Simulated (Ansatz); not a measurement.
# InHgO2: the cost of one run

Computed with Ansatz 0.2.0 (DFT PBE, scalar-relativistic, plane waves, PAW, unless a step's input says otherwise).

## Step 1: The structure to begin with

Symmetry: P4_2/mmc, No. 131, tetragonal system. Conventional cell: a = 4.124 Å, b = 4.124 Å, c = 8.247 Å, α = 90.00°, β = 90.00°, γ = 90.00°. Around In (site symmetry -4m2) lie 8 O at 2.92 Å. Hg (site symmetry mmm) is surrounded by 4 O at 2.06 Å. Around O (site symmetry mmm) lie 2 Hg at 2.06 Å and 4 In at 2.92 Å. Around O (site symmetry -4m2) lie 2 Hg at 2.06 Å and 4 In at 2.92 Å.

Structure file:

```cif
data_structure
_symmetry_space_group_name_H-M 'P4_2/mmc'
_symmetry_Int_Tables_number 131
_cell_length_a 4.1237
_cell_length_b 4.1237
_cell_length_c 8.2475
_cell_angle_alpha 90.000
_cell_angle_beta 90.000
_cell_angle_gamma 90.000
_cell_volume 140.25
loop_
_atom_site_label
_atom_site_type_symbol
_atom_site_symmetry_multiplicity
_atom_site_Wyckoff_symbol
_atom_site_fract_x
_atom_site_fract_y
_atom_site_fract_z
_atom_site_occupancy
In1 In 2 f 0.50000 0.50000 0.25000 1
Hg1 Hg 2 a 0.00000 0.00000 0.00000 1
O1 O 2 d 0.50000 0.00000 0.00000 1
O2 O 2 e 0.00000 0.00000 0.25000 1
```

Recipe of the guess: ordered vacancies on the anion sites of perovskite (P4_2/mmc, No. 131). The dimensions are guesses.

## Step 2: Probe: one point on a coarse mesh

input.yaml

```yaml
crystal:
  lattice:
    - [4.12374566, 0.0, 0.0]
    - [0.0, 4.12374566, 0.0]
    - [0.0, 0.0, 8.24749133]
  atoms:
    - { symbol: In, position: [0.5, 0.5, 0.25] }
    - { symbol: In, position: [0.5, 0.5, 0.75] }
    - { symbol: Hg, position: [0.0, 0.0, 0.0] }
    - { symbol: Hg, position: [0.0, 0.0, 0.5] }
    - { symbol: O, position: [0.5, 0.0, 0.0] }
    - { symbol: O, position: [0.0, 0.5, 0.5] }
    - { symbol: O, position: [0.0, 0.0, 0.25] }
    - { symbol: O, position: [0.0, 0.0, 0.75] }
basis:
  ecutwfc: 420
kpoints:
  mp_grid: { grid: [4, 4, 2] }
hamiltonian:
  xc: pbe
scf:
  occupations: { method: gaussian, width: 0.1 }
  lower_state_search: "off"
output:
  forces: true
  stress: true
  eigenvalues: true
```

Run with:

```console
$ ansatz run input.yaml --threads 1 --pin off --max-ram 2560MiB --backend cpu --events-out ev --progress --plain --runs-dir out
```

**Question.** How long does this run take on 1 thread of Intel Xeon at 2.70GHz, shared host, and how much memory does it need?

About 6 s, with a peak of 0.45 GiB.
